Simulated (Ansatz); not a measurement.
**FCI/STO-3G run of HBS (SMILES B=S)**

What is the electronic atomisation energy of HBS at FCI/STO-3G? 

The calculation is run with Ansatz 0.2.0.

63 further runs of the same task are left out: 8 that didn't finish, 55 set aside as unsound or not needed.

## Step 1: The molecule

HBS: 3 atoms, total charge 0, spin state singlet. As SMILES, `B=S`. The coordinates come from a PBE0-D4/def2-TZVP relaxation.

Bond lengths: B1–S2 1.598 Å, B1–H3 1.175 Å. Angles: S2–B1–H3 180.0°.

## Step 2: The energy at FCI/STO-3G

Contents of input.yaml:

```yaml
crystal:
  periodic: [false, false, false]
  atoms:
    - {symbol: B, position_ang: [-0.038660, -0.014560, 0.134750]}
    - {symbol: S, position_ang: [0.399170, 0.147640, -1.393290]}
    - {symbol: H, position_ang: [-0.360510, -0.133080, 1.258530]}
basis:
  gaussian:
    orbitals: STO-3G
correlation:
  method: fci
  frozen_orbitals: {B: 1, H: 0, S: 5}
accuracy: high
```

Launch:

```
$ ansatz run input.yaml --threads 1 --pin off --max-ram 3480MiB --events-out events.jsonl --progress --plain --runs-dir runs
```

Log:

```text
Warning: RAYON_NUM_THREADS=1 ignored (pool sized by the plan → 1); use --threads N
Functional definition: HF
  name "HF"
  exchange = exact_x
  correlation = 0
243 factors; integrals over basis functions are off by at most 1.6e-8 eV
mean field evaluation 1: about -11375.2397 eV, gradient 2.4e1 eV
mean field evaluation 2: about -11375.2367 eV, gradient 2.4e1 eV
mean field evaluation 4: about -11377.6117 eV, gradient 1.4e0 eV
mean field evaluation 8: about -11377.6230 eV, gradient 2.3e-2 eV
mean field -11377.62297392 eV, -418.1199322617 hartree, gradient 4.1e-8 eV, S^2 0.000000; 0 other end points of the search recorded, 0 dependent functions left out
6 core orbitals not correlated: weight in the atoms' cores, before any rotation towards them, 1.000 or more for the frozen orbitals, at most 0.000 for the correlated occupied ones
reference -11377.62297392 eV, -418.1199322617 hartree; 5, 5 occupied and 4, 4 virtual orbitals, 243 factors
state -11380.86433690 eV, -418.2390501542 hartree
Total energy: -11380.86433690 eV, -418.2390501542 hartree
```

It took 0.34 s on 1 thread of Arm Neoverse V1, shared host.

## Step 3: The B atom

Contents of molecule.yaml:

```yaml
crystal:
  periodic: [false, false, false]
  atoms:
    - {symbol: B, position_ang: [0.000000, 0.000000, 0.000000]}
basis:
  gaussian:
    orbitals: STO-3G
accuracy: high
correlation:
  method: fci
  frozen_orbitals: {B: 1}
magnetization:
  spin_polarized: true
  initial_magnetization: 1
```

Run the same way, it converges to -24.18898 Eh (log not shown).

## Step 4: The H atom: the energy at UHF/STO-3G

Contents of in.yaml:

```yaml
crystal:
  periodic: [false, false, false]
  atoms:
    - {symbol: H, position_ang: [0.000000, 0.000000, 0.000000]}
basis:
  gaussian:
    orbitals: STO-3G
magnetization:
  spin_polarized: true
  initial_magnetization: 1
hamiltonian:
  xc: hf
accuracy: high
```

Run the same way, it converges to -0.46658 Eh (log not shown).

## Step 5: The S atom at the same level

Contents of job.yaml:

```yaml
crystal:
  periodic: [false, false, false]
  atoms:
    - {symbol: S, position_ang: [0.000000, 0.000000, 0.000000]}
basis:
  gaussian:
    orbitals: STO-3G
magnetization:
  spin_polarized: true
  initial_magnetization: 2
correlation:
  method: fci
  frozen_orbitals: {S: 5}
accuracy: high
```

Launch:

```
$ ansatz run job.yaml --threads 1 --pin off --max-ram 3480MiB --events-out events.jsonl --progress --plain --runs-dir runs
```

Log:

```text
Warning: RAYON_NUM_THREADS=1 ignored (pool sized by the plan → 1); use --threads N
[... 4 set-up lines as earlier in the session ...]
42 factors; integrals over basis functions are off by at most 2.4e-9 eV
mean field evaluation 1: about -10697.6155 eV, gradient 9.4e-1 eV
mean field evaluation 2: about -10697.6169 eV, gradient 9.4e-1 eV
mean field evaluation 4: about -10697.6182 eV, gradient 5.4e-6 eV
mean field evaluation 8: about -10697.6182 eV, gradient 1.6e-3 eV
mean field -10697.61824501 eV, -393.1302193981 hartree, gradient 1.5e-9 eV, S^2 2.000000; 3 other end points of the search recorded, 0 dependent functions left out
mean field evaluation 16: about -10697.6182 eV, gradient 1.5e-9 eV
5 core orbitals not correlated: weight in the atoms' cores, before any rotation towards them, 1.000 or more for the frozen orbitals, at most 0.000 for the correlated occupied ones
reference -10697.61824501 eV, -393.1302193981 hartree; 4, 2 occupied and 0, 2 virtual orbitals, 42 factors
state -10697.61824501 eV, -393.1302193981 hartree
Total energy: -10697.61824501 eV, -393.1302193981 hartree
```

Run time: 0.04 s. Hardware: 1 thread of Arm Neoverse V1, shared host.

## Step 6: What came out

At FCI/STO-3G, 6 core orbitals frozen:

```
                                             quantity          value
                               molecule: total energy  -418.23905 Eh
molecule: correlation energy (6 core orbitals frozen)     -119.1 mEh
                                 B atom: total energy   -24.18898 Eh
   B atom: correlation energy (1 core orbital frozen)      -40.0 mEh
                                 H atom: total energy    -0.46658 Eh
                                         H atom: ⟨S²⟩          0.750
                                 S atom: total energy  -393.13022 Eh
  S atom: correlation energy (5 core orbitals frozen)        0.0 mEh
                        electronic atomisation energy      12.334 eV
```

What this shows: Taking the molecule apart into free atoms costs 12.33 eV (1190 kJ/mol), before zero-point energy and without spin-orbit coupling. In a minimal basis such a difference can be off by several eV, whatever the method.
